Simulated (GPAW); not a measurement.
Crystal: AgRh.

```
CELL_PARAMETERS angstrom
2.77759 0.00000 0.00000
-1.38879 2.40546 0.00000
0.00000 0.00000 4.80860
ATOMIC_POSITIONS crystal
Ag 0.00000 0.00000 0.50000
Rh 0.66667 0.33333 0.00000
```

The cell comes from a database or a generator and needn't be the stable form of this composition.

* Program: GPAW 26.7.0
* Task: relaxation of cell and atoms
* Functional: PBEsol
* Dispersion: D3
* Potentials or basis: PAW data sets generated in the run's folder for this functional
* Cutoff: 600 eV
* Basis: pw
* k mesh: 8 × 8 × 4
* Occupations: fermi-dirac, width 0.05 eV
* Spin: no spin polarisation

At the start: pressure -14.3 GPa; volume 16.06 Å³/atom.

Question: How do energy, volume and symmetry change on relaxing?

Answer: Over 6 steps the energy falls by 70.6 meV/atom and the volume is 14.66 Å³/atom (-8.8 %); space group P-6m2 (No. 187, to 0.05 Å).

Step by step:
```csv
step,energy change (eV),largest force (eV/Å),pressure (GPa),volume (Å³)
1,0.0000,0.0000,-14.35,32.13
2,-0.0760,0.0000,-10.30,31.15
3,-0.1373,0.0000,2.37,29.02
4,-0.1398,0.0000,-0.19,29.37
5,-0.1402,0.0000,-0.11,29.35
6,-0.1411,0.0000,0.05,29.31
```

Final structure:
```
Ag Rh
1.0
     2.70697    0.00000    0.00000
    -1.35349    2.34430    0.00000
     0.00000    0.00000    4.61904
Ag Rh
1 1
Direct
  0.00000 0.00000 0.50000
  0.66667 0.33333 0.00000
```

Caveat: later steps reuse the first step's grids; pairwise dispersion overbinds metals, which lowers pressure and volume.
